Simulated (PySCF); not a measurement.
# C4H14GeN2 (GeH2(NHEt)2): the cost of one run

Programs: PySCF 2.14.0, with density-fitted response routines of our own. Each step states its level of theory. These are calculated values for one molecule in the gas phase, unless marked as measured. Atoms count from 0, in the outputs and in this text.

## 1. The starting structure

21 atoms, charge 0, multiplicity 1; geometry from: GFN2-xTB. The atoms were then displaced at random by about 0.03 Å, so the start is not that level's minimum.

Bonds of the start (Å): Ge0–H1 1.46, Ge0–H2 1.48, Ge0–N3 1.85, Ge0–N12 1.85, N3–C4 1.39, N3–H6 1.05, C4–C5 1.53, C4–H7 1.08, C4–H8 1.16, C5–H9 1.09, C5–H10 1.08, C5–H11 1.05, N12–C13 1.46, N12–H15 0.98, C13–C14 1.55, C13–H16 1.06, C13–H17 1.11, C14–H18 1.10, C14–H19 1.02, C14–H20 1.09.

## 2. Relaxing the molecule at PBE0-D3(BJ)/def2-SVP

Job settings and geometry (Å):

```
{"job": {"xc": "PBE0", "basis": "def2-SVP", "d3": "d3bj", "grid": 1, "maxiter": 40, "shake": 0.03, "kind": "geom"}, "charge": 0, "multiplicity": 1}
Ge     0.468490    -0.088310     0.032590
H      1.186280    -0.177440     1.297140
H      1.330290     0.088310    -1.156960
N     -0.619690     1.374540     0.342740
C     -0.287540     2.605170     0.889530
C      0.372530     3.576280    -0.092730
H     -1.382830     1.516080    -0.367690
H     -1.095820     3.144280     1.358040
H      0.425190     2.406240     1.776600
H      1.240740     3.063360    -0.500090
H      0.684030     4.467610     0.430200
H     -0.296170     3.822850    -0.860120
N     -0.811420    -1.303940    -0.507460
C     -0.321120    -2.613610    -0.940550
C      0.185810    -3.598700     0.142660
H     -1.529010    -1.400530     0.152730
H     -1.079550    -3.060810    -1.529630
H      0.526000    -2.418130    -1.636560
H      1.019720    -3.136290     0.693130
H      0.456580    -4.490340    -0.267070
H     -0.659250    -3.760620     0.813930
```

Run with:

```
> OMP_NUM_THREADS=2 python probes_run.py task.json out
```

This one command runs all jobs of the session in turn.

Q: Estimate the wall time and peak memory of this first job on 2 threads of Intel Xeon at 2.50GHz, shared host.

About 4.4 min, with a peak of 0.86 GiB.
